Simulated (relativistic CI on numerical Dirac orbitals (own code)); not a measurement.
# Si⁺: one ion under different settings

Aim: see what numerical and physical settings do to the SCF, the total energy and the lowest levels of Si⁺.

Method: Dirac-Coulomb-Breit CI, KLI orbitals optimised for each configuration, model QED (radiative potential, 1s self-energy scaled to tabulated hydrogen-like ionisation energies), numerical settings as typed. Code: relativistic CI on numerical Dirac orbitals (own code) version 3.

### Step 1. The system

```
ion            : Si⁺ (Si II)
nuclear charge : 14
electrons      : 13
isotope        : A = 28
```

### Step 2. Usual settings

Input settings:

```ini
atom Si  Z=14  charge=1  electrons=13
nucleus A=28  rms_radius_fm=3.1224
hamiltonian dirac-coulomb  breit=on  qed=on  c_scale=1
orbitals kli  potential=per-configuration
slater_scale 1
correlation none
mixing on
grid step=0.0125 r_max=51.4
scf mixing=0.4 start=green max_iterations=150 tolerance=2e-08 node_fill=0.05
configurations
  [Ne] 3s2 3p
  [Ne] 3s 3p2
end
```

Command:

```
$ python run_levels.py task.json out
```

task.json lists these runs, among others, and the program works through them in turn.

The program writes no log. Results of the run, from its result record (rounded, main fields):

```text
status: converged
levels [i, E_cm, J2, conf, term, w_term, w_jj]:
  - [0, 0, 1, "3s2 3p", "2P*", 1, 1]
  - [1, 288.59399, 3, "3s2 3p", "2P*", 1, 1]
  - [2, 31692.685, 1, "3s 3p2", "4P", 1, 0.4487]
  - [3, 31801.161, 3, "3s 3p2", "4P", 1, 0.8902]
  - [4, 31977.937, 5, "3s 3p2", "4P", 1, 0.6621]
  - [5, 60816.908, 3, "3s 3p2", "2D", 1, 0.6698]
  - [6, 60856.397, 5, "3s 3p2", "2D", 1, 0.6621]
  - [7, 75646.537, 1, "3s 3p2", "2S", 0.9998, 0.6641]
  - [8, 89044.787, 1, "3s 3p2", "2P", 0.9999, 0.6672]
  - [9, 89233.875, 3, "3s 3p2", "2P", 1, 0.5599]
total_energy [Ha]: -289.1059072
n_levels_all: 10
overlap: 1.70224e-13
scf_iterations: [10, 10]
orbital_energies [Ha]: {"1s": -66.0994, "2s": -5.7251, "2p1/2": -4.11138, "2p3/2": -4.08767, "3s": -0.846234, "3p1/2": -0.580425, "3p3/2": -0.579021}
configurations [conf, odd, states, E_av_Ha, breit_Ha, qed_Ha]:
  - ["3s2 3p", 1, 6, -289.1956048, 0.05475, 0.03582]
  - ["3s 3p2", 0, 30, -288.9416141, 0.05472, 0.03572]
scf_steps of the first configuration [iteration, E_Ha, residual, outer_eigenvalue_Ha]:
  - [1, -287.4345429, 0.989, -0.7414]
  - [2, -288.8895801, 0.392, -0.615]
  - [3, -289.1947869, 0.0248, -0.5639]
  - [4, -289.1947499, 0.0228, -0.5813]
  - [5, -289.1955936, 0.000833, -0.579]
  - [6, -289.1956041, 0.000147, -0.5789]
  - [7, -289.1956052, 4.89e-05, -0.579]
  - [8, -289.1956048, 1.58e-06, -0.579]
  - [9, -289.1956048, 9.07e-08, -0.579]
  - [10, -289.1956048, 4.6e-09, -0.579]
```

Wall time 0.099 s (1 thread, shared host).

### Step 3. Slater scale 0.6, Breit term off

The settings differ from step 2 so:

```diff
@@ -2,5 +2,5 @@
 nucleus A=28  rms_radius_fm=3.1224
-hamiltonian dirac-coulomb  breit=on  qed=on  c_scale=1
+hamiltonian dirac-coulomb  breit=off  qed=on  c_scale=1
 orbitals kli  potential=per-configuration
-slater_scale 1
+slater_scale 0.6
 correlation none
```

Results of the run:

```text
status: converged
levels [i, E_cm, J2, conf, term, w_term]:
  - [0, 0, 1, "3s2 3p", "2P*", 1]
  - [1, 304.97997, 3, "3s2 3p", "2P*", 1]
  - [2, 41326.088, 1, "3s 3p2", "4P", 0.9999]
  - [3, 41433.168, 3, "3s 3p2", "4P", 1]
  - [4, 41608.388, 5, "3s 3p2", "4P", 0.9999]
  - [5, 58869.648, 3, "3s 3p2", "2D", 0.9999]
  - [6, 58895.856, 5, "3s 3p2", "2D", 0.9999]
  - [7, 67766.397, 1, "3s 3p2", "2S", 0.9995]
  - "... 2 more rows left out ..."
total_energy [Ha]: -289.16070816
n_levels_all: 10
overlap: 1.70224e-13
scf_iterations: [10, 10]
orbital_energies [Ha]: {"1s": -66.0994, "2s": -5.7251, "2p1/2": -4.11138, "2p3/2": -4.08767, "3s": -0.846234, "3p1/2": -0.580425, "3p3/2": -0.579021}
configurations [conf, odd, states, E_av_Ha, breit_Ha, qed_Ha]:
  - ["3s2 3p", 1, 6, -289.1956048, 0, 0.03582]
  - ["3s 3p2", 0, 30, -288.9416141, 0, 0.03572]
scf_steps of the first configuration [iteration, E_Ha, residual, outer_eigenvalue_Ha]:
  - [1, -287.4345429, 0.989, -0.7414]
  - [2, -288.8895801, 0.392, -0.615]
  - [3, -289.1947869, 0.0248, -0.5639]
  - [4, -289.1947499, 0.0228, -0.5813]
  - [5, -289.1955936, 0.000833, -0.579]
  - [6, -289.1956041, 0.000147, -0.5789]
  - [7, -289.1956052, 4.89e-05, -0.579]
  - [8, -289.1956048, 1.58e-06, -0.579]
  - [9, -289.1956048, 9.07e-08, -0.579]
  - [10, -289.1956048, 4.6e-09, -0.579]
```

Run time: 0.099 s. Hardware: 1 thread, shared host.

### Step 4. Iteration limit 30

Input settings:

```ini
atom Si  Z=14  charge=1  electrons=13
nucleus A=28  rms_radius_fm=3.1224
hamiltonian dirac-coulomb  breit=on  qed=on  c_scale=1
orbitals kli  potential=per-configuration
slater_scale 1
correlation none
mixing on
grid step=0.0125 r_max=51.4
scf mixing=0.4 start=green max_iterations=30 tolerance=2e-08 node_fill=0.05
configurations
  [Ne] 3s2 3p
  [Ne] 3s 3p2
end
```

Results of the run:

```text
status: converged
levels [i, E_cm, J2, conf, term, w_term]:
  - [0, 0, 1, "3s2 3p", "2P*", 1]
  - [1, 288.59399, 3, "3s2 3p", "2P*", 1]
  - [2, 31692.685, 1, "3s 3p2", "4P", 1]
  - [3, 31801.161, 3, "3s 3p2", "4P", 1]
  - [4, 31977.937, 5, "3s 3p2", "4P", 1]
  - [5, 60816.908, 3, "3s 3p2", "2D", 1]
  - [6, 60856.397, 5, "3s 3p2", "2D", 1]
  - [7, 75646.537, 1, "3s 3p2", "2S", 0.9998]
  - "... 2 more rows left out ..."
total_energy [Ha]: -289.1059072
n_levels_all: 10
overlap: 1.70224e-13
scf_iterations: [10, 10]
orbital_energies [Ha]: {"1s": -66.0994, "2s": -5.7251, "2p1/2": -4.11138, "2p3/2": -4.08767, "3s": -0.846234, "3p1/2": -0.580425, "3p3/2": -0.579021}
configurations [conf, odd, states, E_av_Ha, breit_Ha, qed_Ha]:
  - ["3s2 3p", 1, 6, -289.1956048, 0.05475, 0.03582]
  - ["3s 3p2", 0, 30, -288.9416141, 0.05472, 0.03572]
scf_steps of the first configuration [iteration, E_Ha, residual, outer_eigenvalue_Ha]:
  - [1, -287.4345429, 0.989, -0.7414]
  - [2, -288.8895801, 0.392, -0.615]
  - [3, -289.1947869, 0.0248, -0.5639]
  - [4, -289.1947499, 0.0228, -0.5813]
  - [5, -289.1955936, 0.000833, -0.579]
  - [6, -289.1956041, 0.000147, -0.5789]
  - [7, -289.1956052, 4.89e-05, -0.579]
  - [8, -289.1956048, 1.58e-06, -0.579]
  - [9, -289.1956048, 9.07e-08, -0.579]
  - [10, -289.1956048, 4.6e-09, -0.579]
```

It took 0.1 s on 1 thread, shared host.

### Step 5. Slater scale 1.2, iteration limit 20, potential mixing 0.2

Input settings:

```ini
atom Si  Z=14  charge=1  electrons=13
nucleus A=28  rms_radius_fm=3.1224
hamiltonian dirac-coulomb  breit=on  qed=on  c_scale=1
orbitals kli  potential=per-configuration
slater_scale 1.2
correlation none
mixing on
grid step=0.0125 r_max=51.4
scf mixing=0.2 start=green max_iterations=20 tolerance=2e-08 node_fill=0.05
configurations
  [Ne] 3s2 3p
  [Ne] 3s 3p2
end
```

Results of the run:

```text
status: converged
levels [i, E_cm, J2, conf, term, w_term]:
  - [0, 0, 1, "3s2 3p", "2P*", 1]
  - [1, 288.59399, 3, "3s2 3p", "2P*", 1]
  - [2, 26879.744, 1, "3s 3p2", "4P", 1]
  - [3, 26991.892, 3, "3s 3p2", "4P", 1]
  - [4, 27175.09, 5, "3s 3p2", "4P", 1]
  - [5, 61799.058, 3, "3s 3p2", "2D", 1]
  - [6, 61846.486, 5, "3s 3p2", "2D", 1]
  - [7, 79594.417, 1, "3s 3p2", "2S", 0.9999]
  - "... 2 more rows left out ..."
total_energy [Ha]: -289.1059072
n_levels_all: 10
overlap: 1.70009e-13
scf_iterations: [12, 11]
orbital_energies [Ha]: {"1s": -66.0994, "2s": -5.7251, "2p1/2": -4.11138, "2p3/2": -4.08767, "3s": -0.846234, "3p1/2": -0.580425, "3p3/2": -0.579021}
configurations [conf, odd, states, E_av_Ha, breit_Ha, qed_Ha]:
  - ["3s2 3p", 1, 6, -289.1956048, 0.05475, 0.03582]
  - ["3s 3p2", 0, 30, -288.9416141, 0.05472, 0.03572]
scf_steps of the first configuration [iteration, E_Ha, residual, outer_eigenvalue_Ha]:
  - [1, -287.4345429, 0.989, -0.7414]
  - [2, -288.2987493, 0.697, -0.6716]
  - [3, -289.1941964, 0.0354, -0.5588]
  - [4, -289.1944771, 0.0245, -0.5623]
  - [5, -289.1955843, 0.00115, -0.579]
  - [6, -289.1955914, 0.000352, -0.5787]
  - [7, -289.1956049, 0.00017, -0.5789]
  - [8, -289.1956048, 1.04e-05, -0.579]
  - [9, -289.1956048, 5.33e-06, -0.579]
  - [10, -289.1956048, 3.93e-08, -0.579]
  - [11, -289.1956048, 3.44e-08, -0.579]
  - [12, -289.1956048, 3.71e-10, -0.579]
```

Wall time 0.11 s (1 thread, shared host).

### Step 6. Node fill 0.5, start potential thomas-fermi

Input settings:

```ini
atom Si  Z=14  charge=1  electrons=13
nucleus A=28  rms_radius_fm=3.1224
hamiltonian dirac-coulomb  breit=on  qed=on  c_scale=1
orbitals kli  potential=per-configuration
slater_scale 1
correlation none
mixing on
grid step=0.0125 r_max=51.4
scf mixing=0.4 start=thomas-fermi max_iterations=150 tolerance=2e-08 node_fill=0.5
configurations
  [Ne] 3s2 3p
  [Ne] 3s 3p2
end
```

Results of the run:

```text
status: converged
levels [i, E_cm, J2, conf, term, w_term]:
  - [0, 0, 1, "3s2 3p", "2P*", 1]
  - [1, 298.96224, 3, "3s2 3p", "2P*", 1]
  - [2, 32251.08, 1, "3s 3p2", "4P", 1]
  - [3, 32362.823, 3, "3s 3p2", "4P", 1]
  - [4, 32544.974, 5, "3s 3p2", "4P", 1]
  - [5, 60735.084, 3, "3s 3p2", "2D", 1]
  - [6, 60772.441, 5, "3s 3p2", "2D", 1]
  - [7, 75258.754, 1, "3s 3p2", "2S", 0.9998]
  - "... 2 more rows left out ..."
total_energy [Ha]: -289.09879145
n_levels_all: 10
overlap: 1.56978e-13
scf_iterations: [11, 11]
orbital_energies [Ha]: {"1s": -65.6169, "2s": -5.54504, "2p1/2": -3.92032, "2p3/2": -3.89714, "3s": -0.812779, "3p1/2": -0.55508, "3p3/2": -0.553818}
configurations [conf, odd, states, E_av_Ha, breit_Ha, qed_Ha]:
  - ["3s2 3p", 1, 6, -289.1879406, 0.05429, 0.03576]
  - ["3s 3p2", 0, 30, -288.933916, 0.05427, 0.03567]
scf_steps of the first configuration [iteration, E_Ha, residual, outer_eigenvalue_Ha]:
  - [1, -288.6072308, 0.621, -0.4036]
  - [2, -289.0638293, 0.247, -0.4803]
  - [3, -289.1836463, 0.0357, -0.5477]
  - [4, -289.1887998, 0.00677, -0.5579]
  - [5, -289.1877596, 0.0013, -0.5551]
  - [6, -289.187951, 0.000152, -0.5539]
  - [7, -289.1879388, 5.28e-05, -0.5538]
  - [8, -289.1879405, 1.5e-06, -0.5538]
  - [9, -289.1879406, 5.02e-07, -0.5538]
  - [10, -289.1879406, 3.38e-08, -0.5538]
  - [11, -289.1879406, 8.73e-10, -0.5538]
```

It took 0.11 s on 1 thread, shared host.

### Step 7. Nuclear radius 31.224

Input settings:

```ini
atom Si  Z=14  charge=1  electrons=13
nucleus A=28  rms_radius_fm=31.2240
hamiltonian dirac-coulomb  breit=on  qed=on  c_scale=1
orbitals kli  potential=per-configuration
slater_scale 1
correlation none
mixing on
grid step=0.0125 r_max=51.4
scf mixing=0.4 start=green max_iterations=53 tolerance=2e-08 node_fill=0.05
configurations
  [Ne] 3s2 3p
  [Ne] 3s 3p2
end
```

Results of the run:

```text
status: converged
levels [i, E_cm, J2, conf, term, w_term]:
  - [0, 0, 1, "3s2 3p", "2P*", 1]
  - [1, 288.59694, 3, "3s2 3p", "2P*", 1]
  - [2, 31682.038, 1, "3s 3p2", "4P", 1]
  - [3, 31790.512, 3, "3s 3p2", "4P", 1]
  - [4, 31967.284, 5, "3s 3p2", "4P", 1]
  - [5, 60806.638, 3, "3s 3p2", "2D", 1]
  - [6, 60846.117, 5, "3s 3p2", "2D", 1]
  - [7, 75636.417, 1, "3s 3p2", "2S", 0.9998]
  - "... 2 more rows left out ..."
total_energy [Ha]: -289.08748735
n_levels_all: 10
overlap: 1.71082e-13
scf_iterations: [10, 10]
orbital_energies [Ha]: {"1s": -66.0916, "2s": -5.72462, "2p1/2": -4.11151, "2p3/2": -4.0878, "3s": -0.846204, "3p1/2": -0.580442, "3p3/2": -0.579038}
configurations [conf, odd, states, E_av_Ha, breit_Ha, qed_Ha]:
  - ["3s2 3p", 1, 6, -289.1770413, 0.05474, 0.03569]
  - ["3s 3p2", 0, 30, -288.9230981, 0.05471, 0.03559]
scf_steps of the first configuration [iteration, E_Ha, residual, outer_eigenvalue_Ha]:
  - [1, -287.4162447, 0.989, -0.7414]
  - [2, -288.8710604, 0.392, -0.615]
  - [3, -289.1762235, 0.0248, -0.5639]
  - [4, -289.1761866, 0.0228, -0.5813]
  - [5, -289.1770301, 0.000832, -0.579]
  - [6, -289.1770406, 0.000147, -0.5789]
  - [7, -289.1770416, 4.89e-05, -0.579]
  - [8, -289.1770413, 1.58e-06, -0.579]
  - [9, -289.1770413, 9.07e-08, -0.579]
  - [10, -289.1770413, 4.6e-09, -0.579]
```

Wall time 0.1 s (1 thread, shared host).

This setting is unsound; the numbers are not properties of the ion.

### Step 8. Grid step 0.15

Input settings:

```ini
atom Si  Z=14  charge=1  electrons=13
nucleus A=28  rms_radius_fm=3.1224
hamiltonian dirac-coulomb  breit=on  qed=on  c_scale=1
orbitals kli  potential=per-configuration
slater_scale 1
correlation none
mixing on
grid step=0.15 r_max=51.4
scf mixing=0.4 start=green max_iterations=64 tolerance=2e-08 node_fill=0.05
configurations
  [Ne] 3s2 3p
  [Ne] 3s 3p2
end
```

Results of the run:

```text
status: converged
levels [i, E_cm, J2, conf, term, w_term]:
  - [0, 0, 1, "3s2 3p", "2P*", 1]
  - [1, 289.6756, 3, "3s2 3p", "2P*", 1]
  - [2, 31693.224, 1, "3s 3p2", "4P", 1]
  - [3, 31801.795, 3, "3s 3p2", "4P", 1]
  - [4, 31978.723, 5, "3s 3p2", "4P", 1]
  - [5, 60817.881, 3, "3s 3p2", "2D", 1]
  - [6, 60857.304, 5, "3s 3p2", "2D", 1]
  - [7, 75647.327, 1, "3s 3p2", "2S", 0.9998]
  - "... 2 more rows left out ..."
total_energy [Ha]: -289.10484926
n_levels_all: 10
overlap: 4.37168e-06
scf_iterations: [10, 10]
orbital_energies [Ha]: {"1s": -66.0993, "2s": -5.72494, "2p1/2": -4.11132, "2p3/2": -4.08756, "3s": -0.84616, "3p1/2": -0.580406, "3p3/2": -0.578997}
configurations [conf, odd, states, E_av_Ha, breit_Ha, qed_Ha]:
  - ["3s2 3p", 1, 6, -289.194552, 0.05475, 0.03583]
  - ["3s 3p2", 0, 30, -288.9405601, 0.05472, 0.03573]
scf_steps of the first configuration [iteration, E_Ha, residual, outer_eigenvalue_Ha]:
  - [1, -287.4331742, 0.989, -0.7414]
  - [2, -288.8890146, 0.392, -0.615]
  - [3, -289.194054, 0.0247, -0.5639]
  - [4, -289.193729, 0.0228, -0.5812]
  - [5, -289.1945492, 0.000837, -0.5789]
  - [6, -289.1945516, 0.000147, -0.5789]
  - [7, -289.194552, 4.77e-05, -0.579]
  - [8, -289.194552, 1.5e-06, -0.579]
  - [9, -289.194552, 1.07e-07, -0.579]
  - [10, -289.194552, 4.98e-09, -0.579]
```

It took 0.032 s on 1 thread, shared host.

A bad setting: its result is shown only for the comparison.

### Step 9. The runs side by side

| setting | total energy less usual (Ha) | largest shift of a level among the lowest eight of both runs, same label and place (cm⁻¹) | SCF iterations | time | lowest level | kind of change |
| --- | --- | --- | --- | --- | --- | --- |
| usual | 0 | 0 | 20 | 0.099 s | 3p 2P°1/2 | - |
| Slater scale 0.6, Breit term off | -0.0548 | 9630 | 20 | 0.099 s | 3p 2P°1/2 | model term |
| iteration limit 30 | 0 | 0 | 20 | 0.1 s | 3p 2P°1/2 | numerical |
| Slater scale 1.2, iteration limit 20, potential mixing 0.2 | 0 | 4810 | 23 | 0.11 s | 3p 2P°1/2 | model term |
| node fill 0.5, start potential thomas-fermi | 0.00712 | 567 | 22 | 0.11 s | 3p 2P°1/2 | numerical |
| nuclear radius 31.224 | 0.0184 | 10.7 | 20 | 0.1 s | 3p 2P°1/2 | unsound |
| grid step 0.15 | 0.00106 | 1.08 | 20 | 0.032 s | 3p 2P°1/2 | unsound |

### Step 10. Summary of results

| quantity | value |
| --- | --- |
| lowest level, usual settings | 3p 2P°1/2 |
| total energy | -289.1059 Ha |
| first excitation | 288.6 cm⁻¹ |

What this shows: Among the runs whose levels can be followed, they move most under «Slater scale 0.6, Breit term off» (model term), by up to 9630 cm⁻¹. No visible change in the result comes from «iteration limit 30». Only the listed configurations are in the model. Near neutrality, missing correlation can shift configurations against each other by thousands of cm⁻¹.
